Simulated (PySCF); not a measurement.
# BMe2(NCO): geometry, NMR shifts, electronic excitations, spin-spin couplings and core binding energies, part 1 of 2

Wanted: the NMR shifts, electronic excitations, spin-spin couplings and core binding energies of BMe2(NCO) (`CB(C)N=C=O`), by calculation.

The runs use PySCF 2.14.0, with density-fitted response routines of our own; the level of theory stands in each step. All values are computed, except where a source is named. Atoms count from 0, in the outputs and in this text.

## 1. The starting structure

12 atoms, charge 0, multiplicity 1; geometry from: GFN2-xTB. The atoms were then displaced at random by about 0.03 Å, so the start is not that level's minimum.

Bonds of the start (Å): B0–C1 1.50, B0–C5 1.70, B0–N9 1.38, C1–H2 1.06, C1–H3 1.15, C1–H4 1.10, C5–H6 1.07, C5–H7 1.11, C5–H8 1.10, N9–C10 1.20, C10–O11 1.13.

## 2. Relaxing the molecule at PBE0-D3(BJ)/def2-SVP

Job settings and geometry (Å):

```
{"job": {"xc": "PBE0", "basis": "def2-SVP", "d3": "d3bj", "grid": 1, "maxiter": 40, "shake": 0.03, "kind": "geom"}, "charge": 0, "multiplicity": 1}
B      0.072760    -0.045910     0.015080
C      1.573950    -0.023880    -0.031180
H      1.915920     0.177160     0.949730
H      2.108240     0.768200    -0.677720
H      1.982660    -0.990720    -0.371080
C     -0.805730     1.404200     0.011030
H     -0.805400     1.792770    -0.990430
H     -0.265460     2.161490     0.618990
H     -1.826100     1.292250     0.414450
N     -0.707120    -1.182490     0.040670
C     -1.301290    -2.219800     0.037570
O     -1.826980    -3.216030     0.033890
```

Run with:

```bash
> OMP_NUM_THREADS=1 python probes_run.py task.json out
```

One launch serves the whole session: the jobs run in the order shown.

What it wrote:

```text
step   0  E = -272.28889754  max force = 0.083634
step   1  E = -272.30730755  max force = 0.020632
step   2  E = -272.30837672  max force = 0.002656
step   3  E = -272.30842290  max force = 0.000793
step   4  E = -272.30843399  max force = 0.000758
step   5  E = -272.30844263  max force = 0.000327
optimisation converged
```

Wall time 20 s (1 thread of Arm Neoverse V2, shared host); peak memory 0.44 GiB.

Step by step:

```csv
step,energy from step 0 (eV),largest force component (eV/Å)
0,0.0000,4.3006
1,-0.5010,1.0609
2,-0.5301,0.1366
3,-0.5313,0.0408
4,-0.5316,0.0390
5,-0.5318,0.0168
```

Distances of close pairs at the start and the end, largest changes first:

```csv
bond,before (Å),after (Å),change (Å)
B0–C5,1.695,1.571,-0.125
B0–C1,1.502,1.572,+0.070
C1–H3,1.154,1.101,-0.052
B0–N9,1.379,1.428,+0.049
C1–H2,1.058,1.106,+0.048
C10–O11,1.126,1.169,+0.043
C5–H6,1.074,1.107,+0.032
C5–H7,1.111,1.101,-0.010
```

The end geometry stands in the next job.

```csv
at the end point,value
point group (found at 0.08 Å tolerance),C1
"rotational constants (GHz, main isotopes)","7.556, 1.850, 1.514"
dipole moment (D),2.18
```

## 3. Shielding tensors: PBE0/pcSseg-1

Job settings and geometry (Å):

```
{"job": {"kind": "nmr", "xc": "PBE0", "basis": "pcSseg-1"}, "charge": 0, "multiplicity": 1}
B      0.010795     0.036277     0.008356
C      1.581238    -0.012266    -0.044896
H      1.950780     0.159318     0.983226
H      2.001093     0.804195    -0.653262
H      1.987954    -0.974952    -0.384472
C     -0.775056     1.395873     0.032348
H     -0.818750     1.767000    -1.009151
H     -0.243131     2.172744     0.603547
H     -1.810318     1.313971     0.391922
N     -0.718967    -1.190565     0.034625
C     -1.257020    -2.257602     0.040573
O     -1.793168    -3.296753     0.048183
```

Method: GIAO PBE0/pcSseg-1 NMR shielding, non-relativistic, gas phase.

What it wrote:

```text
coarse grid: 10216 points
cycle   1  E = -272.3072176692  dE =  7.774e-01  |g| = 7.738e-01  |ddm| = 2.978e+00
cycle   2  E = -272.0855832991  dE =  2.216e-01  |g| = 1.358e+00  |ddm| = 1.212e+00
cycle   3  E = -272.4131116583  dE = -3.275e-01  |g| = 2.747e-01  |ddm| = 8.264e-01
cycle   4  E = -272.4286487098  dE = -1.554e-02  |g| = 7.020e-02  |ddm| = 2.012e-01
cycle   5  E = -272.4295632665  dE = -9.146e-04  |g| = 2.330e-02  |ddm| = 4.929e-02
cycle   6  E = -272.4296820850  dE = -1.188e-04  |g| = 3.471e-03  |ddm| = 1.486e-02
cycle   7  E = -272.4296845205  dE = -2.436e-06  |g| = 1.210e-03  |ddm| = 3.134e-03
final grid: 99264 points
cycle   8  E = -272.4712188441  dE = -2.286e-06  |g| = 1.332e-02  |ddm| = 2.099e-02
cycle   9  E = -272.4710994886  dE =  1.194e-04  |g| = 2.791e-02  |ddm| = 2.377e-02
cycle  10  E = -272.4712526142  dE = -1.531e-04  |g| = 3.291e-03  |ddm| = 1.704e-02
cycle  11  E = -272.4712550082  dE = -2.394e-06  |g| = 2.763e-04  |ddm| = 1.986e-03
cycle  12  E = -272.4712550192  dE = -1.104e-08  |g| = 1.271e-04  |ddm| = 2.115e-04
cycle  13  E = -272.4712550224  dE = -3.123e-09  |g| = 3.346e-05  |ddm| = 9.116e-05
cycle  14  E = -272.4712550226  dE = -2.742e-10  |g| = 8.596e-06  |ddm| = 2.659e-05
converged SCF energy = -272.4712550226

GIAO shielding tensors (ppm)
atom      isotropic    diamagn.    paramagn.     s11        s22        s33       span
  0 B       42.729     192.006    -149.278    -36.718     54.204    110.700    147.418
  1 C      171.380     253.138     -81.758    151.650    172.430    190.061     38.411
  2 H       30.713      29.668       1.045     27.466     28.542     36.132      8.666
  3 H       30.316      30.291       0.025     26.670     29.342     34.936      8.266
  4 H       30.542      30.319       0.223     26.424     29.494     35.707      9.283
  5 C      172.006     253.078     -81.072    151.862    173.802    190.355     38.492
  6 H       30.738      29.634       1.104     27.494     28.525     36.196      8.703
  7 H       30.337      30.245       0.092     26.685     29.370     34.956      8.270
  8 H       30.544      30.130       0.414     26.396     29.382     35.853      9.457
  9 N      175.249     324.892    -149.643     87.483    145.425    292.840    205.357
 10 C       50.008     261.730    -211.723    -40.910    -39.465    230.398    271.308
 11 O      152.693     399.876    -247.183     75.343    144.672    238.064    162.721
```

It took 11 s on 1 thread of Arm Neoverse V2, shared host; peak memory 0.73 GiB.

Shifts follow as δ = σ(reference) − σ, with reference shieldings (ppm) from runs at the same level and on the same kind of geometry: 1H TMS 31.27, 13C TMS 184.4, 15N NH3 265.7, 17O H2O 334.6, 11B BF3·OEt2 100.7. The references are single molecules in the gas phase, so shifts against H2O, NH3, PH3, H3PO4 or CFCl3 are not on the usual liquid scales and can be off by tens of ppm. Atoms listed in one row are averaged.

```csv
atoms,environment,σ (ppm),δ (ppm)
C10,"carbon bonded to N, O",50.0,134.4
"C1, C5","carbon bonded to B, 3 H",171.7,12.7
"H2, H3, H4, H6, H7, H8",hydrogen on a carbon bonded to B,30.53,0.74
B0,"boron bonded to 2 C, N",42.7,58.0
N9,"nitrogen bonded to C, B",175.2,90.4
O11,oxygen bonded to C,152.7,181.9
```

Charges from the same density, by scheme (e):

```csv
atoms,Mulliken,IAO,Hirshfeld,ESP fit
B0,0.46,0.38,0.24,0.88
"C1, C5",-0.52,-0.58,-0.19,-0.78
N9,-0.53,-0.34,-0.17,-0.66
C10,0.63,0.53,0.25,0.70
O11,-0.34,-0.37,-0.20,-0.41
```

Mayer bond orders: B0–C1 1.05, B0–C5 1.05, B0–N9 1.05, N9–C10 1.92, C10–O11 2.03.

Orbitals, density, ELF and potential are computed afterwards from the orbital file.

Frontier orbitals at PBE0/pcSseg-1, with the share of their density that lies nearest to each atom:

```csv
orbital,energy (eV),lies on
HOMO,-8.03,"N9 34 %; O11 23 %; C1, C5 about 9 % each"
LUMO,-1.07,B0 45 %; C10 18 %; O11 11 %
```

ELF in a plane through or near 6 of the atoms.

Ten even steps from ' ' (0.00) to '@' (0.99):
```
                                                        
                                                        
                                                        
                        ==**==                          
                      --@@@@@@++                        
                  ..::++@@@@@@==                        
              ..==****==**%%++    ::..    ..::..        
              ::##%%%%..::**--  ==++==::::==**==..      
              ..**##**++@@@@==++##%%%%++**%%%%%%==      
                ......==%%::::%%====**==++..++%%++      
                      ::##....##**##%%--**##%%%%==      
                ..--==++@@@@**--**##**++==**##**::      
                ++%%%%****==++..  ::::..  ::--::        
                ==####**::##%%++                        
                  ::----##@@@@@@..                      
                      ..**@@@@@@..                      
                        ..==++::                        
                                                        
                                                        
                                                        
```
The map spans 12.7 Å across and 9.6 Å up, centred on the molecule. Atoms in the plane (x, y in Å): B0 (0.0, 0.0), C1 (-0.7, -1.4), C5 (-0.9, 1.3), N9 (1.4, 0.1), C10 (2.6, 0.1), O11 (3.7, 0.2).

log10 of the density (e/Å³) in the same plane.

Ten even steps from '0' (-4.0) to '9' (1.6):
```
0000000000000000000000000000
0000000000000000000000000000
0000000001122221000000000000
0000000012233332100000000000
0000000123445553210000000000
0000001234566654222211110000
0000001345677754444334332000
0000001356789765555555543100
0000001345677766777777764200
0000001234567777987978875310
0000000234456777777778765310
0000000234567766666666654200
0000001245679765444444432000
0000001245678765433322221000
0000000234556665321100000000
0000000123445554310000000000
0000000012233433100000000000
0000000001122221000000000000
0000000000000000000000000000
0000000000000000000000000000
```
The map spans 12.7 Å across and 9.6 Å up, centred on the molecule. Atoms in the plane (x, y in Å): B0 (0.0, 0.0), C1 (-0.7, -1.4), C5 (-0.9, 1.3), N9 (1.4, 0.1), C10 (2.6, 0.1), O11 (3.7, 0.2).

On the surface of density 0.002 e/bohr³ the electrostatic potential runs, from the 1st to the 99th percentile, from -1.13 V near O11 to 1.08 V near B0.

## 4. Excited states and response: B3LYP/def2-SVPD

The job, as its differences from that of step 3:

```diff
@@ -1,2 +1,2 @@
-{"job": {"kind": "nmr", "xc": "PBE0", "basis": "pcSseg-1"}, "charge": 0, "multiplicity": 1}
+{"job": {"kind": "uv", "xc": "B3LYP", "basis": "def2-SVPD", "ip": false, "nstates": 10}, "charge": 0, "multiplicity": 1}
 B      0.010795     0.036277     0.008356
```

Method: TDDFT B3LYP/def2-SVPD, vertical, gas phase, core orbitals frozen in the response.

What it wrote:

```text
coarse grid: 10216 points
cycle   1  E = -272.4499844702  dE =  7.244e-01  |g| = 8.227e-01  |ddm| = 7.611e+00
cycle   2  E = -272.1350098442  dE =  3.150e-01  |g| = 1.532e+00  |ddm| = 2.278e+00
cycle   3  E = -272.5680551970  dE = -4.330e-01  |g| = 3.331e-01  |ddm| = 1.446e+00
cycle   4  E = -272.5915075703  dE = -2.345e-02  |g| = 8.497e-02  |ddm| = 3.543e-01
cycle   5  E = -272.5928951709  dE = -1.388e-03  |g| = 2.932e-02  |ddm| = 1.330e-01
cycle   6  E = -272.5930935198  dE = -1.983e-04  |g| = 4.001e-03  |ddm| = 3.881e-02
cycle   7  E = -272.5930967723  dE = -3.253e-06  |g| = 1.516e-03  |ddm| = 8.485e-03
final grid: 99264 points
cycle   8  E = -272.6445632613  dE = -2.413e-05  |g| = 7.835e-03  |ddm| = 9.745e-02
cycle   9  E = -272.6445222762  dE =  4.099e-05  |g| = 1.586e-02  |ddm| = 2.137e-02
cycle  10  E = -272.6445753085  dE = -5.303e-05  |g| = 3.096e-03  |ddm| = 1.501e-02
cycle  11  E = -272.6445774267  dE = -2.118e-06  |g| = 1.646e-04  |ddm| = 2.891e-03
cycle  12  E = -272.6445774327  dE = -6.048e-09  |g| = 8.586e-05  |ddm| = 5.879e-04
cycle  13  E = -272.6445774346  dE = -1.816e-09  |g| = 1.258e-05  |ddm| = 1.662e-04
cycle  14  E = -272.6445774346  dE = -3.649e-11  |g| = 3.070e-06  |ddm| = 1.910e-05
converged SCF energy = -272.6445774346

Static polarisability (au): isotropic 63.307, principal 44.924 56.003 88.994

Singlet excitations
state   eV       nm        f      main configurations
  1   5.0793    244.1   0.00001   H->L 0.99
  2   6.7805    182.9   0.06849   H->L+1 0.53, H-1->L 0.37
  3   6.8205    181.8   0.08629   H->L+1 0.45, H-1->L 0.43
  4   6.9747    177.8   0.00361   H-2->L 0.96
  5   7.7479    160.0   0.01170   H->L+2 0.94
  6   7.8472    158.0   0.00362   H-1->L+1 0.66, H-3->L 0.29
  7   7.8916    157.1   0.01525   H-3->L 0.67, H-1->L+1 0.28
  8   8.2878    149.6   0.19493   H->L+3 0.76, H->L+4 0.19
  9   8.4186    147.3   0.00168   H-1->L+3 0.41, H-1->L+4 0.34, H-5->L 0.12
 10   8.5557    144.9   0.11302   H-4->L 0.92

Triplet excitations (Tamm-Dancoff, eV): 4.8558 5.7448 6.6489 6.6635
```

Wall time 17 s (1 thread of Arm Neoverse V2, shared host); peak memory 0.78 GiB.

The orbitals next to the gap, with their largest atomic shares:

```csv
orbital,eV,atoms
HOMO−3,-10.32,"C5 25 %, C1 22 %, B0 15 %"
HOMO−2,-9.67,"C5 20 %, C1 19 %, B0 14 %"
HOMO−1,-8.96,"N9 41 %, O11 32 %, C10 14 %"
HOMO,-7.86,"N9 31 %, O11 22 %, C10 12 %"
LUMO,-1.34,"B0 33 %, N9 15 %, C10 14 %"
LUMO+1,-0.14,"B0 40 %, C10 16 %, C1 7 %"
LUMO+2,0.82,"C10 40 %, O11 18 %, C5 6 %"
```

With each of the 10 states as a Gaussian band of 0.4 eV half-width at 1/e, the curve within the window shown has maxima at 182 nm (ε 6,400), 148 nm (ε 12,000) L/(mol cm). Beyond the last state computed it falls off for lack of states. The curve at chosen wavelengths:

(nm, ε (L/mol/cm)): (140, 3682), (145, 9823), (151, 10345), (156, 5411), (162, 1741), (167, 1136), (173, 2954), (178, 5466), (184, 6195), (189, 4380), (194, 2192), (200, 651), (205, 181), (211, 30), (216, 6), (222, 1), (227, 0), (232, 0), (238, 0), (243, 0), (249, 0), (254, 0), (260, 0), (265, 0), (271, 0), (276, 0)

Leading natural transition orbitals of singlet state 8: the hole lies on N9 31 %; O11 22 %; C1, C5 about 11 % each; the particle on H4, H8 about 19 % each; H2, H6 about 13 % each; H3, H7 about 9 % each.

Leading natural transition orbitals of singlet state 1: the hole lies on N9 36 %; O11 23 %; C1, C5 about 9 % each; the particle on B0 43 %; C10 21 %; O11 12 %.

Further results of this job:

```csv
property,computed
dipole moment (D),2.36
polarisability (Å³),9.38
HOMO–LUMO gap (eV),6.52
−ε(HOMO) (eV),7.86
```

## 5. J couplings: B3LYP/pcJ-1

The job, as its differences from that of step 4:

```diff
@@ -1,2 +1,2 @@
-{"job": {"kind": "uv", "xc": "B3LYP", "basis": "def2-SVPD", "ip": false, "nstates": 10}, "charge": 0, "multiplicity": 1}
+{"job": {"kind": "j", "xc": "B3LYP", "basis": "pcJ-1"}, "charge": 0, "multiplicity": 1}
 B      0.010795     0.036277     0.008356
```

Method: B3LYP/pcJ-1 indirect spin-spin coupling, non-relativistic, gas phase.

What it wrote:

```text
coarse grid: 10216 points
cycle   1  E = -272.6417330394  dE =  7.302e-01  |g| = 8.639e-01  |ddm| = 2.825e+00
cycle   2  E = -272.3150490659  dE =  3.267e-01  |g| = 1.602e+00  |ddm| = 1.415e+00
cycle   3  E = -272.7626602875  dE = -4.476e-01  |g| = 3.576e-01  |ddm| = 1.004e+00
cycle   4  E = -272.7883023078  dE = -2.564e-02  |g| = 9.869e-02  |ddm| = 2.588e-01
cycle   5  E = -272.7900027269  dE = -1.700e-03  |g| = 3.589e-02  |ddm| = 6.755e-02
cycle   6  E = -272.7902792581  dE = -2.765e-04  |g| = 5.275e-03  |ddm| = 2.201e-02
cycle   7  E = -272.7902846802  dE = -5.422e-06  |g| = 1.740e-03  |ddm| = 4.281e-03
final grid: 99264 points
cycle   8  E = -272.8434568511  dE = -1.050e-04  |g| = 9.427e-03  |ddm| = 2.111e-02
cycle   9  E = -272.8434027721  dE =  5.408e-05  |g| = 1.877e-02  |ddm| = 1.604e-02
cycle  10  E = -272.8434719036  dE = -6.913e-05  |g| = 3.709e-03  |ddm| = 1.210e-02
cycle  11  E = -272.8434747190  dE = -2.815e-06  |g| = 4.209e-04  |ddm| = 2.295e-03
cycle  12  E = -272.8434747561  dE = -3.713e-08  |g| = 1.437e-04  |ddm| = 3.686e-04
cycle  13  E = -272.8434747609  dE = -4.808e-09  |g| = 1.692e-05  |ddm| = 1.096e-04
cycle  14  E = -272.8434747610  dE = -5.224e-11  |g| = 6.382e-06  |ddm| = 1.286e-05
converged SCF energy = -272.8434747610

Indirect spin-spin couplings (Hz)
  i      j    bonds     total        FC       PSO       DSO        SD
  0 B    1 C    1     58.972    60.269    -1.903     0.218     0.388
  0 B    2 H    2     -5.157    -5.387     0.063    -0.062     0.229
  0 B    3 H    2     -3.557    -3.290    -0.196    -0.162     0.091
  0 B    4 H    2     -6.342    -6.070    -0.103    -0.222     0.053
  0 B    5 C    1     59.927    61.231    -1.909     0.218     0.387
  0 B    6 H    2     -5.222    -5.454     0.063    -0.061     0.230
  0 B    7 H    2     -3.577    -3.304    -0.199    -0.164     0.090
  0 B    8 H    2     -6.311    -6.042    -0.092    -0.230     0.053
  0 B    9 N    1    -38.325   -39.836     1.793    -0.127    -0.155
  0 B   10 C    2     16.197    15.980     0.251    -0.177     0.143
  0 B   11 O    3     -0.035     0.396    -0.195     0.081    -0.317
  1 C    2 H    1    116.534   114.098     1.892     0.544         -
  1 C    3 H    1    127.017   124.835     1.654     0.528         -
  1 C    4 H    1    132.530   130.500     1.493     0.536         -
  1 C    5 C    2      8.101     8.314    -0.202    -0.011         -
  1 C    6 H    3     -0.465    -0.435     0.080    -0.110         -
  1 C    7 H    3      1.522     1.551    -0.038     0.009         -
  1 C    8 H    3      6.075     6.110     0.325    -0.361         -
  1 C    9 N    2     -3.060    -3.211     0.144    -0.009     0.016
  1 C   10 C    3      0.255     0.379    -0.082    -0.042         -
  2 H    3 H    2    -19.827   -19.992     2.598    -2.432         -
  2 H    4 H    2    -16.901   -17.054     2.705    -2.552         -
  2 H    5 C    3     -0.466    -0.435     0.080    -0.111         -
  2 H    6 H    4      3.876     3.963     1.154    -1.240         -
  2 H    7 H    4      0.938     0.958    -0.421     0.401         -
  2 H    8 H    4      0.160     0.239     1.032    -1.112         -
  2 H    9 N    3     -0.205    -0.218    -0.020     0.041    -0.008
  2 H   10 C    4     -0.211    -0.264     0.241    -0.187         -
  2 H   11 O    5     -0.288    -0.246    -0.164     0.122         -
  3 H    4 H    2    -10.487   -10.614     2.912    -2.785         -
  3 H    5 C    3      1.490     1.520    -0.038     0.008         -
  3 H    6 H    4      0.968     0.988    -0.422     0.403         -
  3 H    8 H    4      1.208     1.282     1.371    -1.444         -
  3 H    9 N    3     -3.746    -3.767    -0.077     0.111    -0.013
  3 H   10 C    4      0.492     0.486     0.288    -0.282         -
  4 H    5 C    3      5.990     6.026     0.324    -0.360         -
  4 H    6 H    4      0.154     0.233     1.026    -1.106         -
  4 H    7 H    4      1.215     1.290     1.369    -1.443         -
  4 H    8 H    4      1.363     1.449     1.440    -1.525         -
  4 H    9 N    3     -2.362    -2.423     0.079    -0.061     0.043
  5 C    6 H    1    115.921   113.472     1.906     0.543         -
  5 C    7 H    1    127.021   124.836     1.658     0.527         -
  5 C    8 H    1    132.588   130.563     1.493     0.532         -
  5 C    9 N    2     -3.980    -4.118     0.143    -0.010     0.005
  5 C   10 C    3      0.997     1.065    -0.019    -0.050         -
  5 C   11 O    4     -0.182    -0.334     0.119     0.033         -
  6 H    7 H    2    -19.861   -20.025     2.594    -2.430         -
  6 H    8 H    2    -17.122   -17.273     2.691    -2.540         -
  6 H    9 N    3     -0.213    -0.224    -0.014     0.039    -0.014
  6 H   10 C    4     -0.196    -0.257     0.261    -0.200         -
  6 H   11 O    5     -0.304    -0.252    -0.175     0.124         -
  7 H    8 H    2    -10.457   -10.584     2.922    -2.795         -
  7 H    9 N    3     -3.966    -3.987    -0.072     0.109    -0.016
  7 H   10 C    4      0.716     0.703     0.303    -0.289         -
  7 H   11 O    5     -0.156    -0.173    -0.130     0.147         -
  8 H    9 N    3     -2.479    -2.539     0.090    -0.064     0.033
  8 H   10 C    4      0.236     0.203     0.077    -0.044         -
  9 N   10 C    1    -68.189   -66.108     0.320    -0.096    -2.305
  9 N   11 O    2      1.595    -3.172     1.904    -0.054     2.917
 10 C   11 O    1     17.801    10.579     7.284    -0.061         -
```

Run time: 21 s. Hardware: 1 thread of Arm Neoverse V2, shared host; peak memory 0.91 GiB.

Couplings of 1 Hz or more, nine at most for each number of bonds, with means over like pairs (isotopes 11B, 13C, 1H, 15N, 17O):

```csv
pair,bonds,J (Hz),Fermi contact (Hz)
C1–H2,1,125.3,123.1
N9–C10,1,-68.2,-66.1
B0–C1,1,59.4,60.8
B0–N9,1,-38.3,-39.8
C10–O11,1,17.8,10.6
B0–C10,2,16.2,16.0
H2–H3,2,-15.8,-15.9
C1–C5,2,8.1,8.3
B0–H2,2,-5.0,-4.9
C1–N9,2,-3.5,-3.7
N9–O11,2,1.6,-3.2
C1–H6,3,2.4,2.4
H2–N9,3,-2.2,-2.2
H2–H6,4,1.1,1.2
```

The spin-dipole term was solved for some atoms only; pairs without it lack that part.

The response was solved for the nuclei of B, C, H, N alone, so couplings that need other nuclei can be missing.

Quadrupole couplings from the field gradients of the same density:

```csv
atom,isotope,eQq/h (MHz),η
B0,11B,4.439,0.52
O11,17O,-4.213,0.71
N9,14N,1.908,0.47
```

(Continued in part 2 of 2.)
